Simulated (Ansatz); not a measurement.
**SnH2− (doublet): wave-function methods side by side at a displaced geometry (v1), def2-SVPD**

One table from this session's results is given with a row withheld; the runs are named, their logs left out.

The runs use Ansatz 0.2.0, Gaussian basis; def2-SVPD, core rule «outside noble gas», up to 9 orbitals frozen.

To be run: UHF; CCSD(T) on ROHF; CCSD(T) on UHF; BCCD(T) on ROHF; CISD; CCSDT(Q) on ROHF; CCSDT(Q) on UHF; CASSCF and MRCISD+Q, 7 electrons in 6 orbitals; CASSCF and NEVPT2, 7 electrons in 6 orbitals.

12 further runs of the same task are left out: 3 that didn't finish, 9 set aside as unsound or not needed.

### The system

The geometry is a PBE0/def2-TZVPD stationary point (not a proven minimum) with its atoms shifted at random (size 0.040 Å). No spin-orbit coupling is included. Elements past krypton take def2 core potentials.

3 atoms, charge -1, spin multiplicity 2.

Atoms are counted from 1 here; the program's logs count them from 0.

Bond lengths: Sn1–H2 1.801 Å, Sn1–H3 1.798 Å. Angles: H2–Sn1–H3 89.6°.

Geometry (Å):

```xyz
3
charge -1, multiplicity 2
Sn   -0.00039   -0.02132    0.00054
H    -0.00122    1.22552   -1.29870
H     0.04674    1.28482    1.23487
```

Set-up of the first run:

Input file in.yaml:

```yaml
crystal:
  periodic: [false, false, false]
  atoms:
    - {symbol: Sn, position_ang: [-0.000387, -0.021315, 0.000542]}
    - {symbol: H, position_ang: [-0.001220, 1.225520, -1.298705]}
    - {symbol: H, position_ang: [0.046744, 1.284824, 1.234875]}
basis:
  gaussian: {orbitals: def2-SVPD}
total_charge: -1
magnetization: {spin_polarized: true, initial_magnetization: 1}
hamiltonian: {xc: hf}
output: {orbitals: {seedname: orbitals}}
```

Run with:

```sh
$ ansatz run in.yaml --threads 1 --pin off --events-out ev --progress --plain --max-ram 2393MiB
```

Among the steps run: UHF; CCSD(T) on ROHF; CCSD(T) on UHF; BCCD(T) on ROHF; CISD; CCSDT(Q) on ROHF; CCSDT(Q) on UHF; CASSCF and MRCISD+Q, 7 electrons in 6 orbitals; CASSCF and NEVPT2, 7 electrons in 6 orbitals.

One table of the session follows, with a row left open; its other results are not shown here.

| method | from UCCSDT(Q) (kcal/mol) |
| --- | --- |
| ROHF | +76.15 |
| UHF | +73.85 |
| RMP2 | +17.99 |
| UMP2 | +18.18 |
| CISD | ? |
| RCCSD | +2.61 |
| UCCSD | +2.46 |
| RCCSD(T) | +0.65 |
| UCCSD(T) | +0.55 |
| BCCD(T) | +0.65 |
| RCCSDT | +0.17 |
| UCCSDT | +0.07 |
| RCCSDT(Q) | +0.10 |
| UCCSDT(Q) | 0 |
| CASSCF valence | +55.11 |
| NEVPT2 valence | +16.94 |
| MRCISD valence | +3.46 |
| MRCISD+Q valence | +0.03 |

Q: Estimate the row for CISD from the others.

The run gave: from UCCSDT(Q) (kcal/mol): +6.18. In the column «from UCCSDT(Q) (kcal/mol)» it lies between MRCISD valence (+3.46) and NEVPT2 valence (+16.94).

Among the levels timed on like hardware and quicker than the yardstick, those that no quicker one beats, quickest first: CISD (1.2 s, +6.18 kcal/mol); MRCISD+Q valence (2 s, +0.03 kcal/mol).

Limits of these values: Of the multireference levels listed MRCISD+Q valence comes nearest in total energy (+0.03 kcal/mol), which doesn't show that its space is the better one. Restricted and unrestricted rows rest on different reference determinants; where their highest levels disagree by more than a few hundredths of an eV, they describe different states and don't form one ladder.
